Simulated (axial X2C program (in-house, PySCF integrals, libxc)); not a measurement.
# Linear ClWCl at several levels

The task here is to estimate one member of a computed series from the others.

Program: an in-house X2C program for linear molecules on PySCF integrals. Level of theory: all-electron X2C, two-component (2c) or spin-free, Cl dyall-av3z, W dyall-v3z. These are calculated values, not measurements.

All values are calculated.

2 further runs of the same task are left out: 2 set aside as unsound or not needed.

Set-up of the first run:

task.json

```json
{"zs": [17, 74, 17], "q": 0, "bas": ["dyall-av3z", "dyall-v3z", "dyall-av3z"], "r0": [2.36, 2.36], "symm": 1, "scan": ["PBE0", "HF", "PBE"], "levels": ["PBE0", "HF", "TPSSh"], "nst": 2}
```

Keys: zs atomic numbers; q charge; bas basis sets; r0 starting distance in Å; symm equal bonds; scan levels of the two-bond scan (MP2 follows by itself at each HF point); levels methods; nst determinants followed.

On the command line:

```
$ python solin.py task.json out
```

Masses Cl 34.969, W 183.951, Cl 34.969 u.

Steps of the session up to this table: Scan at PBE0, 2c; Scan at HF, 2c; Scan at PBE, 2c.

One table of the session follows, with a row left open; its other results are not shown here.

| level | r(Cl–W) (Å) | r(W–Cl) (Å) | lower stretch (cm⁻¹) | upper stretch (cm⁻¹) |
| --- | --- | --- | --- | --- |
| PBE0, 2c | 2.273 | 2.273 | 374.0 | 395.2 |
| HF, 2c | 2.332 | 2.332 | 361.9 | 375.1 |
| PBE, 2c | 2.278 | 2.278 | 363.0 | 387.2 |
| MP2, 2c | ? | ? | ? | ? |
| PBE0, spin-free | 2.275 | 2.275 | 376.7 | 395.0 |
| HF, spin-free | 2.332 | 2.332 | 362.9 | 375.7 |
| PBE, spin-free | 2.282 | 2.282 | 368.0 | 386.2 |
| MP2, spin-free | 2.288 | 2.288 | 376.0 | 392.9 |

Q: Estimate the row for MP2, 2c from the others.

**Answer.** r(Cl–W) (Å): 2.287; r(W–Cl) (Å): 2.287; lower stretch (cm⁻¹): 373.9; upper stretch (cm⁻¹): 392.5. In the column «r(Cl–W) (Å)» it lies between PBE, spin-free (2.282) and MP2, spin-free (2.288).

Scans not shown above were run alike.

Limits of these values: The molecule was held linear; bending was not examined, so a bent shape may lie lower. Note: functional without a current term on a determinant with orbital currents, of the molecule or an atom.
